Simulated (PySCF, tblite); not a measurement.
# C5H9BO: geometry, infrared bands and NMR shifts

What infrared bands and NMR shifts should C5H9BO (`CC#CBCOC`) show?

Computed with tblite 0.8.0 and PySCF 2.14.0, with density-fitted response routines of our own, on a single molecule in the gas phase. Atoms are numbered from 0 throughout.

### Step 1. The molecule as given

16 atoms, charge 0, multiplicity 1; geometry from: force field or distance geometry start.

Bonds of the start (Å): C0–C1 1.48, C1–C2 1.20, C2–B3 1.56, B3–C4 1.57, C4–O5 1.39, O5–C6 1.37, C0–H7 1.13, C0–H8 1.11, C0–H9 1.08, B3–H10 1.21, C4–H11 1.09, C4–H12 1.12, C6–H13 1.11, C6–H14 1.09, C6–H15 1.12.

### Step 2. Optimising the geometry with GFN2-xTB

The job: settings as JSON, then the geometry in Å.

```
{"job": {"kind": "relax", "xc": "GFN2-xTB", "basis": "xTB"}, "charge": 0, "multiplicity": 1}
C      3.835400     0.409500     0.186300
C      2.383500     0.146400     0.185400
C      1.203200    -0.076100     0.188600
B     -0.341400    -0.316900     0.150200
C     -1.183600     0.772200    -0.606300
O     -2.382100     0.220600    -1.046500
C     -3.148800    -0.245700    -0.015400
H      4.154600     0.884600     1.163700
H      4.101000     1.115000    -0.634600
H      4.390500    -0.511300     0.064300
H     -0.829000    -0.793600     1.152000
H     -1.318800     1.690200    -0.025200
H     -0.617800     1.036900    -1.534100
H     -3.378900     0.599100     0.667300
H     -2.752600    -1.086900     0.547800
H     -4.122800    -0.567800    -0.455000
```

On the command line:

```sh
$ OMP_NUM_THREADS=1 python probes_run.py task.json out
```

One launch serves the whole session: the jobs run in the order shown.

**Question.** This job is followed by: GFN2-xTB harmonic vibrations, gas phase; GIAO PBE0/pcSseg-1 NMR shielding, non-relativistic, gas phase. Predict these results of the whole session: strongest single infrared mode (GFN2-xTB); zero-point energy (GFN2-xTB); 13C shifts against TMS (PBE0/pcSseg-1); 1H shifts against TMS (PBE0/pcSseg-1, means over atoms taken as alike); 11B shifts against BF3·OEt2 (PBE0/pcSseg-1); 17O shifts against H2O (PBE0/pcSseg-1); surface potential, 1st and 99th percentile.

The runs gave:

| quantity | value |
| --- | --- |
| strongest single infrared mode (GFN2-xTB) | 2304 cm⁻¹, 242 km/mol |
| zero-point energy (GFN2-xTB) | 78.9 kcal/mol |
| 13C shifts against TMS (PBE0/pcSseg-1) | 151.6, 96.2, 83.9, 61.7, 8.1 ppm |
| 1H shifts against TMS (PBE0/pcSseg-1, means over atoms taken as alike) | 7.39, 3.95, 3.47, 2.42 ppm |
| 11B shifts against BF3·OEt2 (PBE0/pcSseg-1) | 73.2 ppm |
| 17O shifts against H2O (PBE0/pcSseg-1) | 13.1 ppm |
| surface potential, 1st and 99th percentile | -1.70 V and 1.10 V |

What this shows: Relaxing lowered the energy by 0.696 eV in 114 steps; the close pair that moved most is C2–B3, from 1.564 to 1.495 Å. The lowest mode is imaginary (22i cm⁻¹), so the xTB geometry is not a minimum. The strongest single mode, at 2304 cm⁻¹, moves mainly C1 and C2. GFN2-xTB is a fitted tight-binding method: band positions and strengths are rough. Its intensities can rank the bands wrongly. At PBE0/pcSseg-1: The largest span, 280 ppm, is at C2, where the paramagnetic term is -165 ppm. By nearest atom (PBE0/pcSseg-1), the HOMO sits on O5 50 %; C1, C4 about 7 % each and the LUMO on B3 43 %; C1 22 %.
